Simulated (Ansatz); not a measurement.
Crystal: Cu3Rh.

```
Rh Cu
1.0
    -1.83739    1.83739    3.60063
     1.83739   -1.83739    3.60063
     1.83739    1.83739   -3.60063
Rh Cu
1 3
Cartesian
  0.0000 0.0000 0.0000
  0.0000 0.0000 3.6006
  1.8374 0.0000 1.8003
  0.0000 1.8374 1.8003
```

The cell comes from a database or a generator and needn't be the stable form of this composition.

Base run:

- Program: Ansatz 0.2.0
- Functional: PBEsol
- Potentials or basis: all-electron LAPW, scalar-relativistic
- Cutoff: 276 eV
- Density cutoff: 1105 eV
- Basis error allowed: 0.002 eV/atom
- k mesh: 10 × 10 × 10
- Occupations: fermi-dirac, width 0.05 eV
- Spin: no spin polarisation

Its results: pressure -2.5 GPa.

Q: The run is repeated on the same cell with these changes: functional from PBEsol to LDA. What comes out?

A: Pressure -8.8 GPa.

LDA binds more tightly than PBEsol, so the same cell stands under less pressure.

Not every run made on this cell is shown here.
